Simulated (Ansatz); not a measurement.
# Pt8Cl: the cost of one run

Computed with Ansatz 0.2.0 (DFT LDA, scalar-relativistic, plane waves, PAW, unless a step's input says otherwise).

2 further runs of the same task are left out: 2 set aside as unsound or not needed.

## Step 1: The structure to begin with

Symmetry: P-3m1, No. 164, trigonal system. Conventional cell: a = 2.753 Å, b = 2.753 Å, c = 23.744 Å, α = 90.00°, β = 90.00°, γ = 120.00°. Pt (site symmetry 3m) is surrounded by 9 Pt at 2.75 Å. Pt (site symmetry 3m) has 12 Pt at 2.73 to 2.75 Å as nearest neighbours.

As a file:

```cif
data_structure
_symmetry_space_group_name_H-M 'P 1'
_symmetry_Int_Tables_number 1
_cell_length_a 5.5064
_cell_length_b 2.7532
_cell_length_c 23.7439
_cell_angle_alpha 90.000
_cell_angle_beta 90.000
_cell_angle_gamma 120.000
_cell_volume 311.74
loop_
_atom_site_label
_atom_site_type_symbol
_atom_site_fract_x
_atom_site_fract_y
_atom_site_fract_z
_atom_site_occupancy
Pt1 Pt 0.33333 0.33333 0.35799 1
Pt2 Pt 0.83333 0.33333 0.35799 1
Pt3 Pt 0.66667 0.66667 0.45266 1
Pt4 Pt 0.16667 0.66667 0.45266 1
Pt5 Pt 0.00000 0.00000 0.54632 1
Pt6 Pt 0.50000 0.00000 0.54632 1
Pt7 Pt 0.33333 0.33333 0.64117 1
Pt8 Pt 0.83333 0.33333 0.64117 1
```

Miller indices refer to the conventional cell of the relaxed bulk, Fm-3m (No. 225): a = 3.894 Å, b = 3.894 Å, c = 3.894 Å, α = 90.00°, β = 90.00°, γ = 90.00°.

This (111) slab, 6.7 Å thick as cut, with 17 Å of vacuum, in a 2×1 surface cell; its outer planes are Pt (top) and Pt (bottom), was relaxed beforehand with its lower half held: -97956.7278 eV, work function 6.05 eV.

## Step 2: Cl at the top (Pt) site

File input.yaml:

```yaml
crystal:
  lattice:
    - [5.5063844044, 0.0, 0.0]
    - [-1.3765961011, 2.3843343886, 0.0]
    - [0.0, 0.0, 25.7439160592]
  atoms:
    - { symbol: Pt, position: [0.3333333333, 0.3333333333, 0.3301750977] }
    - { symbol: Pt, position: [0.8333333333, 0.3333333333, 0.3301750977] }
    - { symbol: Pt, position: [0.6666666667, 0.6666666667, 0.4174956131] }
    - { symbol: Pt, position: [0.1666666667, 0.6666666667, 0.4174956131] }
    - { symbol: Pt, position: [-3.49e-08, -3.49e-08, 0.5038792909] }
    - { symbol: Pt, position: [0.4999999651, -3.49e-08, 0.5038792909] }
    - { symbol: Pt, position: [0.3333330158, 0.3333330158, 0.5913563226] }
    - { symbol: Pt, position: [0.8333330158, 0.3333330158, 0.5913563226] }
    - { symbol: Cl, position: [0.3333330158, 0.3333330158, 0.6838053499] }
basis:
  ecutwfc: 420
kpoints:
  mp_grid: { grid: [6, 12, 1] }
hamiltonian:
  xc: lda
scf:
  occupations: { method: gaussian, width: 0.1 }
output:
  forces: true
  eigenvalues: true
relax:
  adjacent_minimum: "off"
  f_tol: 0.03
  max_steps: 70
  constraints: [{ sites: [0, 1, 2, 3] }]
efield:
  axis: 3
  dipole_correction: true
```

Started as:

```sh
$ ansatz run input.yaml --threads 2 --pin off --max-ram 5120MiB --backend cpu --events-out ev --progress --plain --runs-dir out
```

What time and memory should one allow on 2 threads of Intel Xeon Platinum 8375C at 2.90GHz (Ice Lake), shared host?

About 2.6 min, with a peak of 0.99 GiB.
